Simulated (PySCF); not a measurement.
**TiCl3F (SMILES [F][Ti]([Cl])([Cl])[Cl]): levels of theory compared**

We compute a comparison of 5 runs (HF/STO-3G, HF/3-21G, HF/def2-SVP, B3LYP/6-31G*, B3LYP/cc-pVDZ) of TiCl3F. Input form: a Python script.

The calculation is run with PySCF 2.14.0.

### Step 1. The molecule

The species is TiCl3F (5 atoms), meant as a singlet with charge 0. SMILES: `[F][Ti]([Cl])([Cl])[Cl]`. The coordinates come from a PBE0-D4/def2-TZVP relaxation.

Bond lengths: F1–Ti2 1.731 Å, Ti2–Cl3 2.166 Å, Ti2–Cl4 2.166 Å, Ti2–Cl5 2.166 Å. Angles: F1–Ti2–Cl3 109.3°, F1–Ti2–Cl4 109.3°, F1–Ti2–Cl5 109.3°, Cl3–Ti2–Cl4 109.6°, Cl3–Ti2–Cl5 109.6°, Cl4–Ti2–Cl5 109.6°.

### Step 2. Energy and forces at HF/STO-3G (run 1)

File calc.py:

```python
from pyscf import gto, scf

mol = gto.Mole()
mol.atom = '''
F   -0.998300   0.046400   1.499000
Ti  -0.036300  -0.011900   0.061000
Cl   1.539000  -1.476600   0.312300
Cl  -1.288300  -0.570000  -1.615800
Cl   0.833800   1.938500  -0.298000
'''
mol.verbose = 4
mol.max_memory = 1860
mol.basis = 'sto-3g'
mol.charge = 0
mol.spin = 0
mol.build()

calc0 = scf.RHF(mol)
calc0.conv_tol = 1e-10
calc0.kernel()
if not calc0.converged:
    calc0 = calc0.newton().run(calc0.mo_coeff, calc0.mo_occ)

e_tot = calc0.e_tot
print(f'total energy: {e_tot:.8f} hartree')
grad = calc0.nuc_grad_method().kernel()
calc0.analyze()
```

Started as:

```console
$ OMP_NUM_THREADS=1 python calc.py
```

Standard output:

```text
PySCF version 2.14.0

[... 60 lines left out ...]
total energy: -2302.02671423 hartree
[... 20 lines left out ...]
MO #1   energy= -181.822426597485  occ= 2
[... 6 lines left out ...]
MO #8   energy= -18.184794823084   occ= 2
[... 6 lines left out ...]
MO #15  energy= -7.83869605525078  occ= 2
[... 6 lines left out ...]
MO #22  energy= -3.18741331901284  occ= 2
[... 6 lines left out ...]
MO #29  energy= -1.02013243641771  occ= 2
[... 6 lines left out ...]
MO #36  energy= -0.462643716731862 occ= 2
[... 6 lines left out ...]
MO #43  energy= 0.184114550287404  occ= 0
[... 6 lines left out ...]
MO #50  energy= 0.628526187263512  occ= 0
[... 58 lines left out ...]
Dipole moment(X, Y, Z, Debye): -0.95246,  0.05804,  1.42570
```

It took 6.9 s on 1 thread of Intel Xeon at 2.70GHz, shared host; peak memory 0.12 GiB.

### Step 3. Energy and forces at HF/3-21G (run 2)

File run.py:

```python
import pyscf.grad
from pyscf import gto, scf

mol = gto.Mole()
mol.atom = '''
F       -0.998300       0.046400       1.499000
Ti      -0.036300      -0.011900       0.061000
Cl       1.539000      -1.476600       0.312300
Cl      -1.288300      -0.570000      -1.615800
Cl       0.833800       1.938500      -0.298000
'''
mol.charge = 0
mol.spin = 0
mol.max_memory = 1860
mol.verbose = 4
mol.basis = '3-21g'
mol.build()

mf = scf.RHF(mol)
mf.conv_tol = 1e-10
mf.kernel()
if not mf.converged:
    mf = mf.newton().run(mf.mo_coeff, mf.mo_occ)

energy = mf.e_tot
print('E(%s) = %.9f' % ('HF', energy))
grad = mf.Gradients().kernel()
mf.analyze()
```

Started as:

```console
$ OMP_NUM_THREADS=1 python run.py
```

Standard output:

```text
PySCF version 2.14.0

[... 79 lines left out ...]
Total Energy =                       -2315.305591133924281
[... 11 lines left out ...]
MO #5   energy= -26.2324355078407  occ= 2
[... 9 lines left out ...]
MO #15  energy= -8.01147732845229  occ= 2
[... 9 lines left out ...]
MO #25  energy= -2.10597451511594  occ= 2
[... 9 lines left out ...]
MO #35  energy= -0.566386113862931 occ= 2
[... 9 lines left out ...]
MO #45  energy= -0.0154837213734154 occ= 0
[... 9 lines left out ...]
MO #55  energy= 0.732100440574407  occ= 0
[... 9 lines left out ...]
MO #65  energy= 0.949149887889334  occ= 0
[... 9 lines left out ...]
MO #75  energy= 3.80183496817461   occ= 0
[... 83 lines left out ...]
Dipole moment(X, Y, Z, Debye): -0.41474,  0.02553,  0.62210
```

Run time: 4.8 s. Hardware: 1 thread of Intel Xeon at 2.70GHz, shared host; peak memory 0.15 GiB.

Runs 3 to 4 aren't shown in full; the table further down has their settings and results.

### Step 4. Energy and forces at B3LYP/cc-pVDZ (run 5)

File job.py:

```python
import pyscf.grad
from pyscf import gto, dft

system = gto.M(
    atom='''
F     -1.886514     0.087683     2.832699
Ti    -0.068597    -0.022488     0.115273
Cl     2.908289    -2.790370     0.590161
Cl    -2.434534    -1.077144    -3.053419
Cl     1.575654     3.663234    -0.563138
''',
    charge=0,
    verbose=3,
    max_memory=1860,
    basis='cc-pvdz',
    unit='bohr',
)

calc0 = dft.RKS(system, xc='b3lyp')
calc0.conv_tol = 1e-10
calc0.grids.level = 5
calc0.kernel()
if not calc0.converged:
    calc0 = calc0.newton().run(calc0.mo_coeff, calc0.mo_occ)

e_final = calc0.e_tot
print('E(%s) = %.9f' % ('B3LYP', e_final))
grad = calc0.Gradients().kernel()
calc0.analyze()
```

Started as:

```console
$ OMP_NUM_THREADS=1 python job.py
```

Standard output:

```text
converged SCF energy = -2330.28641265251
[... 16 lines left out ...]
MO #7   energy= -16.7662876232757  occ= 2
[... 12 lines left out ...]
MO #20  energy= -7.24340254395584  occ= 2
[... 12 lines left out ...]
MO #33  energy= -0.41678195165336  occ= 2
[... 12 lines left out ...]
MO #46  energy= -0.104769383918916 occ= 0
[... 12 lines left out ...]
MO #59  energy= 0.198873397080423  occ= 0
[... 12 lines left out ...]
MO #72  energy= 0.634206876221696  occ= 0
[... 12 lines left out ...]
MO #85  energy= 0.816352581894189  occ= 0
[... 12 lines left out ...]
MO #98  energy= 1.37672502573607   occ= 0
[... 12 lines left out ...]
MO #111 energy= 3.70179240892409   occ= 0
[... 6 lines left out ...]
Dipole moment(X, Y, Z, Debye):  0.13707, -0.00797, -0.20325
```

Wall time 2.4 min (1 thread of Intel Xeon at 2.70GHz, shared host); peak memory 1.1 GiB.

### Step 5. The series

```tsv
run	level	Cartesian functions	integration grid	energy (Eh)	dipole moment (D)	HOMO energy (eV)	LUMO energy (eV)	wall time
1	HF/STO-3G	no	–	-2302.026714	1.72	-11.22	5.01	6.9 s
2	HF/3-21G	no	–	-2315.305591	0.75	-13.38	-1.03	4.8 s
3	HF/def2-SVP	no	–	-2325.956120	0.38	-12.89	-0.21	25 s
4	B3LYP/6-31G* (Cartesian functions)	yes	5	-2330.137825	0.16	-9.37	-3.87	82 s
5	B3LYP/cc-pVDZ	no	5	-2330.286413	0.25	-9.39	-4.06	2.4 min
```

### Step 6. Outcome

| quantity | value |
| --- | --- |
| run 5: total energy | -2330.28641 Eh |
| run 5: dipole moment | 0.25 D |
| run 5: HOMO energy | -9.39 eV |
| run 5: LUMO energy | -4.06 eV |
| run 5: HOMO–LUMO gap | 5.34 eV |
| run 5: largest force on an atom | 0.341 eV/Å |

In words: The dipole moment (its size) runs from 0.16 D (B3LYP/6-31G*) to 1.72 D (HF/STO-3G). The two ends differ in method and basis. The HOMO–LUMO gap runs from 5.34 eV (B3LYP/cc-pVDZ) to 16.23 eV (HF/STO-3G). In run 1 the basis is minimal, so the values are rough. All runs together took 4.4 min, the longest 2.4 min.
